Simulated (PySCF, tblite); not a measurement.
# C₂H₉N₂PSi: dynamics, then NMR shifts on frames, part 2 of 2

tblite 0.8.0 and PySCF 2.14.0. Atoms count from 0. The steps go on from the part before.

### 5 NMR shieldings: 625 fs, PBE0/pcSseg-1

Job settings and geometry (Å):

```
{"job": {"kind": "nmr", "xc": "PBE0", "basis": "pcSseg-1", "pop": false}, "charge": 0, "multiplicity": 1}
P      2.208000     1.409900    -0.689700
Si     0.665000    -0.237300    -0.488700
N     -0.809400     0.059800    -1.360800
C     -1.886300     0.076800    -0.377400
C     -1.337600     0.660700     0.898600
N     -0.080600     0.021900     1.010900
H      2.918700     0.747800    -1.638000
H      3.152900     0.954300     0.281200
H      1.106300    -1.552800    -0.660900
H     -1.032100    -0.018500    -2.309400
H     -2.649400     0.671000    -0.842000
H     -2.344900    -0.874400    -0.191000
H     -1.120200     1.753900     0.835600
H     -1.986200     0.360700     1.735200
H      0.177600    -0.349000     1.920400
```

Method: GIAO PBE0/pcSseg-1 NMR shielding, non-relativistic, gas phase.

The log of the run:

```text
coarse grid: 13128 points
cycle   1  E = -821.3779503198  dE =  8.450e-01  |g| = 5.180e-01  |ddm| = 3.537e+00
cycle   2  E = -821.3259151009  dE =  5.204e-02  |g| = 7.185e-01  |ddm| = 1.367e+00
cycle   3  E = -821.4381615057  dE = -1.122e-01  |g| = 4.928e-02  |ddm| = 8.753e-01
cycle   4  E = -821.4386627634  dE = -5.013e-04  |g| = 1.871e-02  |ddm| = 8.265e-02
cycle   5  E = -821.4387491924  dE = -8.643e-05  |g| = 4.701e-03  |ddm| = 3.241e-02
cycle   6  E = -821.4387540721  dE = -4.880e-06  |g| = 1.386e-03  |ddm| = 6.583e-03
final grid: 116600 points
cycle   7  E = -821.4689867829  dE = -2.535e-05  |g| = 8.547e-03  |ddm| = 2.602e-02
cycle   8  E = -821.4689734023  dE =  1.338e-05  |g| = 1.153e-02  |ddm| = 1.997e-02
cycle   9  E = -821.4690041919  dE = -3.079e-05  |g| = 7.773e-04  |ddm| = 1.165e-02
cycle  10  E = -821.4690043072  dE = -1.153e-07  |g| = 2.301e-04  |ddm| = 8.479e-04
cycle  11  E = -821.4690043181  dE = -1.083e-08  |g| = 3.585e-05  |ddm| = 2.005e-04
cycle  12  E = -821.4690043183  dE = -2.610e-10  |g| = 1.059e-05  |ddm| = 5.182e-05
converged SCF energy = -821.4690043183

GIAO shielding tensors (ppm)
atom      isotropic    diamagn.    paramagn.     s11        s22        s33       span
  0 P      601.543     967.285    -365.742    520.141    635.257    649.232    129.092
  1 Si     357.895     880.438    -522.542    314.796    370.796    388.093     73.297
  2 N      242.007     324.398     -82.392    188.650    255.616    281.754     93.104
  3 C      141.119     241.045     -99.926    119.263    143.392    160.702     41.438
  4 C      141.264     243.772    -102.508    125.719    143.209    154.862     29.143
  5 N      244.513     325.217     -80.704    191.863    244.391    297.286    105.422
  6 H       31.173      30.431       0.741     26.132     28.082     39.303     13.172
  7 H       29.936      29.718       0.218     24.943     27.336     37.529     12.585
  8 H       26.187      31.006      -4.819     21.282     24.295     32.986     11.704
  9 H       31.773      33.772      -1.999     23.061     28.046     44.211     21.149
 10 H       28.845      28.324       0.522     23.442     27.069     36.025     12.583
 11 H       29.213      29.583      -0.370     23.519     27.299     36.820     13.302
 12 H       27.412      28.067      -0.655     21.162     26.130     34.944     13.782
 13 H       28.228      28.342      -0.113     23.660     26.325     34.700     11.041
 14 H       30.934      33.377      -2.443     21.985     28.038     42.777     20.792
```

It took 18 s on 1 thread of Intel Xeon Platinum 8488C, shared host; peak memory 0.76 GiB.

This run: δ C3 45.8, C4 45.7, P0 -283.2, Si1 -8.7, H8 5.53, H12 4.31 ppm.

### 6 Nuclear shieldings: 800 fs, PBE0/pcSseg-1

Job settings and geometry (Å):

```
{"job": {"kind": "nmr", "xc": "PBE0", "basis": "pcSseg-1", "pop": false}, "charge": 0, "multiplicity": 1}
P      2.448500     0.850800    -0.207300
Si     0.605000    -0.489300    -0.089600
N     -0.601400    -0.108200    -1.193300
C     -1.867600     0.440500    -0.546900
C     -1.619700     0.672000     0.909900
N     -0.398900     0.009300     1.245900
H      3.289300    -0.083500    -0.849500
H      2.882400     0.354400     1.010600
H      1.039600    -1.881600     0.012700
H     -0.768300    -0.149800    -2.179500
H     -2.014200     1.437000    -1.090400
H     -2.678200    -0.165000    -0.745700
H     -1.504500     1.697700     1.149300
H     -2.427100     0.268100     1.582500
H     -0.156500    -0.044000     2.197500
```

With the program's defaults for keys left out, this is: GIAO PBE0/pcSseg-1 NMR shielding, non-relativistic, gas phase.

The log of the run:

```text
coarse grid: 13128 points
cycle   1  E = -821.3842260835  dE =  7.169e-01  |g| = 5.006e-01  |ddm| = 3.535e+00
cycle   2  E = -821.3389777809  dE =  4.525e-02  |g| = 6.847e-01  |ddm| = 1.154e+00
cycle   3  E = -821.4400601645  dE = -1.011e-01  |g| = 5.089e-02  |ddm| = 7.108e-01
cycle   4  E = -821.4405936103  dE = -5.334e-04  |g| = 1.935e-02  |ddm| = 8.392e-02
cycle   5  E = -821.4406862926  dE = -9.268e-05  |g| = 4.700e-03  |ddm| = 3.348e-02
cycle   6  E = -821.4406911714  dE = -4.879e-06  |g| = 1.400e-03  |ddm| = 6.479e-03
final grid: 116600 points
cycle   7  E = -821.4717067144  dE = -2.558e-05  |g| = 8.217e-03  |ddm| = 2.548e-02
cycle   8  E = -821.4716952774  dE =  1.144e-05  |g| = 1.085e-02  |ddm| = 1.754e-02
cycle   9  E = -821.4717229634  dE = -2.769e-05  |g| = 7.423e-04  |ddm| = 1.020e-02
cycle  10  E = -821.4717230663  dE = -1.030e-07  |g| = 2.386e-04  |ddm| = 7.611e-04
cycle  11  E = -821.4717230781  dE = -1.171e-08  |g| = 3.745e-05  |ddm| = 1.876e-04
cycle  12  E = -821.4717230783  dE = -2.826e-10  |g| = 1.186e-05  |ddm| = 5.639e-05
converged SCF energy = -821.4717230783

GIAO shielding tensors (ppm)
atom      isotropic    diamagn.    paramagn.     s11        s22        s33       span
  0 P      582.724     967.626    -384.903    518.995    597.139    632.037    113.041
  1 Si     367.952     879.741    -511.789    318.533    375.475    409.847     91.314
  2 N      240.024     322.336     -82.311    187.047    235.507    297.518    110.471
  3 C      136.111     242.629    -106.518    102.260    132.902    173.170     70.911
  4 C      147.479     241.542     -94.063    132.863    138.234    171.340     38.476
  5 N      243.485     325.682     -82.196    170.145    247.597    312.713    142.569
  6 H       30.169      29.925       0.244     25.752     26.935     37.820     12.068
  7 H       30.966      30.961       0.005     25.964     29.231     37.703     11.739
  8 H       25.376      29.695      -4.319     20.271     23.800     32.056     11.785
  9 H       31.231      32.557      -1.327     21.685     28.807     43.200     21.514
 10 H       26.893      27.123      -0.230     21.780     25.057     33.840     12.060
 11 H       29.324      29.603      -0.279     23.859     28.050     36.064     12.205
 12 H       28.684      29.374      -0.690     23.094     26.937     36.021     12.927
 13 H       27.713      26.722       0.991     22.582     25.562     34.995     12.413
 14 H       32.783      34.534      -1.751     22.908     30.035     45.406     22.498
```

It took 16 s on 1 thread of Intel Xeon Platinum 8488C, shared host; peak memory 0.76 GiB.

In short: δ C3 50.8, C4 39.4, P0 -264.3, Si1 -18.8, H8 6.34, H10 4.82 ppm.

### 7 Shielding tensors: 1000 fs, PBE0/pcSseg-1

Job settings and geometry (Å):

```
{"job": {"kind": "nmr", "xc": "PBE0", "basis": "pcSseg-1", "pop": false}, "charge": 0, "multiplicity": 1}
P      2.580500     0.770000     0.365100
Si     0.780800    -0.591400    -0.142000
N     -0.277000     0.269400    -1.300700
C     -1.471200     0.735500    -0.638200
C     -1.063800     0.839400     0.793500
N     -0.340200    -0.345700     1.138400
H      3.006800     0.907700    -1.027400
H      3.494600    -0.314200     0.722900
H      1.073900    -2.050200    -0.411500
H     -0.442600    -0.179300    -2.220400
H     -1.941300     1.615300    -1.083600
H     -2.243800    -0.067800    -0.635300
H     -0.433900     1.700500     0.879600
H     -1.865500     0.960000     1.530900
H     -0.089600    -0.189600     2.163300
```

Level: GIAO PBE0/pcSseg-1 NMR shielding, non-relativistic, gas phase.

The log of the run:

```text
coarse grid: 13128 points
cycle   1  E = -821.3840410008  dE =  6.331e-01  |g| = 4.954e-01  |ddm| = 3.495e+00
cycle   2  E = -821.3290661102  dE =  5.497e-02  |g| = 7.085e-01  |ddm| = 1.371e+00
cycle   3  E = -821.4417658668  dE = -1.127e-01  |g| = 5.458e-02  |ddm| = 8.840e-01
cycle   4  E = -821.4423293032  dE = -5.634e-04  |g| = 2.237e-02  |ddm| = 8.744e-02
cycle   5  E = -821.4424545216  dE = -1.252e-04  |g| = 6.124e-03  |ddm| = 3.700e-02
cycle   6  E = -821.4424625981  dE = -8.077e-06  |g| = 2.071e-03  |ddm| = 7.905e-03
final grid: 116600 points
cycle   7  E = -821.4727650983  dE = -2.480e-05  |g| = 8.978e-03  |ddm| = 2.772e-02
cycle   8  E = -821.4727469626  dE =  1.814e-05  |g| = 1.271e-02  |ddm| = 2.239e-02
cycle   9  E = -821.4727845596  dE = -3.760e-05  |g| = 8.862e-04  |ddm| = 1.323e-02
cycle  10  E = -821.4727847178  dE = -1.582e-07  |g| = 2.368e-04  |ddm| = 9.679e-04
cycle  11  E = -821.4727847293  dE = -1.144e-08  |g| = 4.009e-05  |ddm| = 2.138e-04
cycle  12  E = -821.4727847296  dE = -3.338e-10  |g| = 1.446e-05  |ddm| = 6.634e-05
converged SCF energy = -821.4727847296

GIAO shielding tensors (ppm)
atom      isotropic    diamagn.    paramagn.     s11        s22        s33       span
  0 P      554.829     967.010    -412.181    507.059    564.585    592.845     85.786
  1 Si     349.191     879.600    -530.409    320.750    346.975    379.848     59.099
  2 N      227.897     323.104     -95.207    178.979    234.657    270.055     91.076
  3 C      141.306     243.820    -102.513    127.755    137.284    158.880     31.125
  4 C      142.759     248.446    -105.687    119.266    143.206    165.806     46.540
  5 N      213.810     321.462    -107.652    169.142    198.136    274.151    105.009
  6 H       28.898      28.206       0.692     23.932     27.020     35.740     11.808
  7 H       29.002      28.327       0.675     24.597     25.994     36.415     11.818
  8 H       25.027      28.519      -3.492     20.544     23.208     31.330     10.786
  9 H       30.527      31.079      -0.552     21.535     27.916     42.131     20.596
 10 H       28.544      28.350       0.195     23.876     26.061     35.697     11.821
 11 H       28.302      29.058      -0.755     23.089     25.493     36.325     13.236
 12 H       29.014      32.030      -3.016     24.358     27.751     34.932     10.574
 13 H       28.326      29.435      -1.108     22.806     26.293     35.880     13.073
 14 H       29.584      30.837      -1.253     21.884     27.358     39.509     17.625
```

Run time: 17 s. Hardware: 1 thread of Intel Xeon Platinum 8488C, shared host; peak memory 0.76 GiB.

This run: δ C3 45.6, C4 44.2, P0 -236.5, Si1 0.0, H8 6.69, H11 3.41 ppm.

### 8 Comparing the runs: NMR shifts

Shifts (ppm) of some atoms, chosen among heavy atoms and hydrogens apart, with basis size and wall time:

```tsv
frame	C4	H6	H14	P0	Si1	N5	N2	functions	time
250 fs	53.8	2.62	0.81	-278.2	-10.3	45.8	44.7	161	23 s
425 fs	49.0	1.39	-0.17	-267.7	0.9	37.4	41.6	161	18 s
625 fs	45.7	0.54	0.78	-283.2	-8.7	23.2	25.7	161	18 s
800 fs	39.4	1.55	-1.07	-264.3	-18.8	24.2	27.7	161	16 s
1000 fs	44.2	2.82	2.13	-236.5	0.0	53.9	39.8	161	17 s
```

### 9 Summary of results

The summary covers parts 1 to 2.

| quantity | value |
| --- | --- |
| thermostat | 300 K |
| mean temperature, second half | 340 K |
| mean potential energy above the minimum | 0.57 eV |
| 13C shifts against TMS (PBE0/pcSseg-1, 250 fs) | 53.8, 52.3 ppm |
| 1H shifts against TMS (PBE0/pcSseg-1, 250 fs) | 6.09, 4.09, 3.09, 3.00, 3.00, 2.62, 1.54, 0.81, 0.63 ppm |
| 31P shifts against H3PO4 (PBE0/pcSseg-1, 250 fs) | -278.2 ppm |
| 29Si shifts against TMS (PBE0/pcSseg-1, 250 fs) | -10.3 ppm |
| 15N shifts against NH3 (PBE0/pcSseg-1, 250 fs) | 45.8, 44.7 ppm |
| potential on the surface of density 0.002 e/bohr³, 1st and 99th percentile | -1.29 V and 1.45 V |
| range of the shift of P0 | -283.2 to -236.5 ppm |

In words: In the second half the potential energy averages 0.57 eV above the minimum; equipartition over 39 harmonic modes at 300 K would give 0.50 eV. With 15 atoms the temperature swings widely (127 to 499 K). Shifts at one fixed geometry are not the observed spectrum, which averages over the motion. In the first frame run (250 fs): Shielding is most anisotropic at P0 (span 131 ppm, paramagnetic term -371 ppm). Across the 5 runs the shift of P0 moves most, between -283.2 (625 fs) and -236.5 ppm (1000 fs).
